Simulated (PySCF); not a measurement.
# AlSb+: bond curves at several levels of theory

One job finds the state of AlSb+, follows it along the bond with each method and fits the curves.

Computed with PySCF 2.14.0. Level: Al def2-TZVPPD, Sb def2-TZVPPD with ECP28, scalar-relativistic core potentials.

**1. Set-up**

A driver script around PySCF takes these settings:

```yaml
atoms: Al, Sb
charge: 1
basis: Al def2-TZVPPD, Sb def2-TZVPPD with ECP28
Hamiltonian: scalar-relativistic core potentials
basis_functions: 104
electrons_treated: 35
masses_in_u: 26.9815, 120.9038
levels: PBE0, PBE, r²SCAN, PBEsol, B2PLYP, M06, PW91, B97-3, HSE06, HF, MP2, SCS-MP2, CCSD, CCSD(T)
grid: 80 radial by 434 angular points
occupations: held fixed by the projection of orbital angular momentum
dissociation_limit: Al+ + Sb, each in its ground configuration
starting_distance_in_angstrom: 2.660
values_of_2S_to_try: 1, 3
```

The run is started by

```bash
$ OMP_NUM_THREADS=2 python dia.py task.json out
```

Further steps of the session: The PBE0 curve of the state that the search chose; Higher solutions at PBE0; PBE (GGA); r²SCAN (meta-GGA); PBEsol (GGA); B2PLYP (double hybrid); M06 (hybrid meta-GGA); PW91 (GGA); B97-3 (global hybrid GGA); HSE06; UHF (mean field); MP2 and coupled cluster.

Q: Predict the outcome of this session. Wanted: for each run, Re; ωe; De; μ.

The runs gave:

Lowest PBE0 solution found, without spin–orbit coupling: ⁴Σ⁻ (quartet), unpaired electrons σ ↑, π ↑↑. State 2 has its PBE0 minimum 0.35 eV higher, as a spin-mixed determinant (⟨S²⟩ = 1.77), so this is no gap between pure states. State 3 has its PBE0 minimum 0.47 eV higher, as a spin-mixed determinant (⟨S²⟩ = 1.77), so this is no gap between pure states. State 4 has its PBE0 minimum 1.28 eV higher. The other levels ran on the lowest alone.

| level | Re (Å) | ωe (cm⁻¹) | De (eV) | μ (D) |
| --- | --- | --- | --- | --- |
| UHF | 3.120 | 110.5 | 0.376 | -7.42 |
| UHF-MP2 | 2.885 | 148.5 | 0.63 | n/a |
| UHF-SCS-MP2 | 2.927 | 139.1 | 0.56 | n/a |
| UHF-CCSD | 2.925 | 145.0 | 0.60 | n/a |
| UHF-CCSD(T) | 2.879 | 157.1 | 0.67 | n/a |
| PBE | 2.795 | 193.2 | 1.09 | -5.39 |
| PBEsol | 2.757 | 205.8 | 1.19 | -5.33 |
| PW91 | 2.791 | 193.3 | 1.11 | -5.41 |
| r²SCAN | 2.760 | 204.1 | 1.07 | -5.58 |
| PBE0 | 2.798 | 186.5 | 0.97 | -5.64 |
| B97-3 | 2.835 | 175.9 | 0.89 | -5.79 |
| M06 | 2.763 | 205.1 | 1.07 | -5.39 |
| HSE06 | 2.793 | 187.9 | 0.99 | -5.61 |
| B2PLYP | 2.848 | 164.7 | 0.76 | -6.02 |

De is counted to Al+ + Sb in their ground configurations. A positive dipole points from Al to Sb; in an ion it is taken about the centre of mass and does not tell which atom is negative.

Differences from CCSD(T) in the same basis:

| level | Re (mÅ) | ωe (%) |
| --- | --- | --- |
| UHF | +241 | -29.6 |
| UHF-MP2 | +6 | -5.5 |
| UHF-SCS-MP2 | +47 | -11.5 |
| UHF-CCSD | +45 | -7.7 |
| PBE | -84 | +23.0 |
| PBEsol | -122 | +31.0 |
| PW91 | -88 | +23.1 |
| r²SCAN | -119 | +29.9 |
| PBE0 | -81 | +18.7 |
| B97-3 | -44 | +12.0 |
| M06 | -117 | +30.6 |
| HSE06 | -86 | +19.6 |
| B2PLYP | -32 | +4.8 |

In words: Against CCSD(T) in the same basis, the bond length is nearest at UHF-MP2 (+6 mÅ) and farthest at UHF (+241 mÅ); the wavenumber is nearest at B2PLYP (+4.8 %) and farthest at PBEsol (+31.0 %). Among the levels with a De in the table, it runs from 0.376 eV (UHF) to 1.19 eV (PBEsol).

Correlated steps freeze 9 core orbitals. These are scalar-relativistic numbers at best; spin–orbit coupling would shift them, the dissociation energy most. B2PLYP dipoles, levels and charges come from its SCF part alone. With spin–orbit coupling the term label itself may not hold.
